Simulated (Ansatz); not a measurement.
## NiMoIrPdW: equation of state with PBE

The system is NiMoIrPdW.

```
CELL_PARAMETERS angstrom
2.77046 0.00000 0.00000
-1.38523 2.39928 0.00000
0.00000 0.00000 21.88122
ATOMIC_POSITIONS crystal
Ni 0.33333 0.66667 0.04433
Ni 0.66667 0.33333 0.95562
Mo 0.66667 0.33333 0.34270
Mo 0.66667 0.33333 0.76320
Pd 0.33333 0.66667 0.44768
Pd 0.33333 0.66667 0.65723
Ir 0.33333 0.66667 0.23988
Ir 0.33333 0.66667 0.86050
W 0.66667 0.33333 0.13646
W 0.66667 0.33333 0.55240
```

The cell was built by a generator and needn't be a form met in nature.

| Quantity | Value |
| --- | --- |
| Program | Ansatz 0.2.0 |
| Task | equation of state |
| Functional | PBE |
| Potentials or basis | Ansatz PAW |
| Cutoff | 420 eV |
| Density cutoff | 1680 eV |
| k mesh | 11 × 11 × 2 |
| Occupations | fermi-dirac, width 0.05 eV |
| Spin | collinear spin, ferromagnetic start |
| Starting moments | [1.0, 1.0, 1.0, 1.0, 0.0, 0.0, 0.6, 0.6, 0.0, 0.0] μB |

| Property | Result |
| --- | --- |
| Equilibrium volume | 14.54 Å³/atom |
| Bulk modulus at fixed shape and positions | 258 GPa |
| Pressure derivative of the bulk modulus | 4.7 |

Energy against volume, from the lowest point:
| volume (Å³/atom) | energy (meV/atom) |
| --- | --- |
| 13.672 | 47.05 |
| 13.963 | 20.01 |
| 14.254 | 4.75 |
| 14.545 | 0.00 |
| 14.836 | 4.63 |
| 15.126 | 17.62 |
| 15.417 | 38.05 |

All runs of the series together: 13 min on 8 threads of Arm Neoverse V1, on a shared host.

Caveat: the cell was scaled at fixed shape and fractional positions, which overstates the stiffness of a crystal with free parameters, most of all of layers and chains. The run has no spin-orbit coupling, so splittings on Ir, W are missing.
